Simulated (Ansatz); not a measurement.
Geometry optimisation, DFT PBEsol, scalar-relativistic, plane waves, PAW (Ansatz 0.2.0).

The input (input.yaml):

```yaml
crystal:
  lattice:
    - [6.98, 0.0, 0.0]
    - [5.235, 7.403408, 0.0]
    - [0.0, 0.0, 20.403408]
  atoms:
    - { symbol: Li, position: [-0.25, 0.33333333, 0.04901142] }
    - { symbol: Li, position: [0.25, 0.33333333, 0.04901142] }
    - { symbol: Li, position: [-0.25, 0.66666667, 0.04901142] }
    - { symbol: Li, position: [0.25, 0.66666667, 0.04901142] }
    - { symbol: Li, position: [-0.25, 1.0, 0.04901142] }
    - { symbol: Li, position: [0.25, 1.0, 0.04901142] }
    - { symbol: Li, position: [0.0, 0.0, 0.16996193] }
    - { symbol: Li, position: [0.5, 0.0, 0.16996193] }
    - { symbol: Li, position: [0.0, 0.33333333, 0.16996193] }
    - { symbol: Li, position: [0.5, 0.33333333, 0.16996193] }
    - { symbol: Li, position: [0.0, 0.66666667, 0.16996193] }
    - { symbol: Li, position: [0.5, 0.66666667, 0.16996193] }
    - { symbol: Li, position: [-0.25, 0.33333333, 0.29091245] }
    - { symbol: Li, position: [0.25, 0.33333333, 0.29091245] }
    - { symbol: Li, position: [-0.25, 0.66666667, 0.29091245] }
    - { symbol: Li, position: [0.25, 0.66666667, 0.29091245] }
    - { symbol: Li, position: [-0.25, 1.0, 0.29091245] }
    - { symbol: Li, position: [0.25, 1.0, 0.29091245] }
    - { symbol: Li, position: [0.0, 0.0, 0.41186296] }
    - { symbol: Li, position: [0.5, 0.0, 0.41186296] }
    - { symbol: Li, position: [0.0, 0.33333333, 0.41186296] }
    - { symbol: Li, position: [0.5, 0.33333333, 0.41186296] }
    - { symbol: Li, position: [0.0, 0.66666667, 0.41186296] }
    - { symbol: Li, position: [0.5, 0.66666667, 0.41186296] }
    - { symbol: "N", position: [0.0, 0.33333333, 0.51135614] }
    - { symbol: H, position: [0.33333333, -0.11111111, 0.39666942] }
    - { symbol: H, position: [0.06776122, 0.20912628, 0.53978277] }
    - { symbol: H, position: [0.09634003, 0.37418357, 0.53978277] }
basis:
  ecutwfc: 420.0
kpoints:
  mp_grid: { grid: [3, 2, 1] }
hamiltonian:
  xc: pbesol
scf:
  occupations: { method: fermi_dirac, width: 0.15 }
  lower_state_search: "off"
relax:
  f_tol: 0.03
  max_steps: 60
  adjacent_minimum: "off"
  constraints: [{ sites: [0, 1, 2, 3, 4, 5] }]
```

Run as:

```bash
$ ansatz run input.yaml --threads 2 --pin off --max-ram 5120MiB --backend cpu --events-out ev --progress --plain --runs-dir out
```

Problem. Where does it end, and by what steps?

Solution. The run converged. The force dipped under the threshold on the way, but the program's further checks kept it going. Limits of this set-up: coarse k mesh, slab without dipole correction, no dispersion correction for a molecule that may bind weakly. After 18 steps the energy has fallen by 1.937 eV; N25 moved furthest, 2.06 Å. Joined: Li18–Li24, Li20–N25, Li21–Li22, Li22–N25.

```json
{"step": "0", "energy less start (eV)": "0.0000", "largest force component (eV/Å)": "1.841", "accepted": "yes"}
{"step": "1", "energy less start (eV)": "-0.4055", "largest force component (eV/Å)": "1.461", "accepted": "yes"}
{"step": "2", "energy less start (eV)": "-0.6442", "largest force component (eV/Å)": "1.412", "accepted": "yes"}
{"step": "3", "energy less start (eV)": "-0.7984", "largest force component (eV/Å)": "2.499", "accepted": "yes"}
{"step": "4", "energy less start (eV)": "-1.0471", "largest force component (eV/Å)": "2.218", "accepted": "yes"}
{"step": "5", "energy less start (eV)": "-1.3132", "largest force component (eV/Å)": "2.019", "accepted": "yes"}
{"step": "6", "energy less start (eV)": "-1.4460", "largest force component (eV/Å)": "1.008", "accepted": "yes"}
{"step": "7", "energy less start (eV)": "-1.5448", "largest force component (eV/Å)": "0.298", "accepted": "yes"}
{"step": "8", "energy less start (eV)": "-1.5879", "largest force component (eV/Å)": "0.107", "accepted": "yes"}
{"step": "9", "energy less start (eV)": "-1.6349", "largest force component (eV/Å)": "0.174", "accepted": "yes"}
{"step": "10", "energy less start (eV)": "-1.7183", "largest force component (eV/Å)": "0.308", "accepted": "yes"}
{"step": "11", "energy less start (eV)": "-1.8450", "largest force component (eV/Å)": "0.321", "accepted": "yes"}
{"step": "12", "energy less start (eV)": "-1.9104", "largest force component (eV/Å)": "0.095", "accepted": "yes"}
{"step": "13", "energy less start (eV)": "-1.9152", "largest force component (eV/Å)": "0.101", "accepted": "yes"}
{"step": "14", "energy less start (eV)": "-1.9336", "largest force component (eV/Å)": "0.027", "accepted": "yes"}
{"step": "15", "energy less start (eV)": "-1.9336", "largest force component (eV/Å)": "0.026", "accepted": "yes"}
{"step": "16", "energy less start (eV)": "-1.9354", "largest force component (eV/Å)": "0.014", "accepted": "yes"}
{"step": "17", "energy less start (eV)": "-1.9364", "largest force component (eV/Å)": "0.011", "accepted": "yes"}
{"step": "18", "energy less start (eV)": "-1.9368", "largest force component (eV/Å)": "0.012", "accepted": "yes"}
```

```xyz
28
Lattice="6.9800 0.0000 0.0000 5.2350 7.4034 0.0000 0.0000 0.0000 20.4034" Properties=species:S:1:pos:R:3
Li 0.000 2.468 1.000
Li 3.490 2.468 1.000
Li 1.745 4.936 1.000
Li 5.235 4.936 1.000
Li 3.490 7.403 1.000
Li 6.980 7.403 1.000
Li 0.055 -0.044 3.443
Li 3.461 -0.047 3.364
Li 1.670 2.425 3.314
Li 5.296 2.423 3.271
Li 3.493 4.904 3.224
Li 6.980 4.905 3.263
Li -0.061 2.505 5.847
Li 3.502 2.463 5.482
Li 1.754 4.810 5.515
Li 5.224 4.875 5.529
Li 3.452 7.365 5.702
Li 7.100 7.328 5.988
Li 0.030 0.096 7.968
Li 3.540 0.241 8.336
Li 1.957 2.611 8.146
Li 4.891 2.417 8.135
Li 3.482 5.118 7.720
Li 6.991 5.203 7.871
N 3.398 1.957 9.322
H 1.798 -0.308 7.927
H 2.800 1.452 9.994
H 3.890 2.599 9.961
```

Time of the run: 3.6 min on 2 threads of Arm Neoverse V1, with other jobs on the host, peak memory 1.2 GiB.
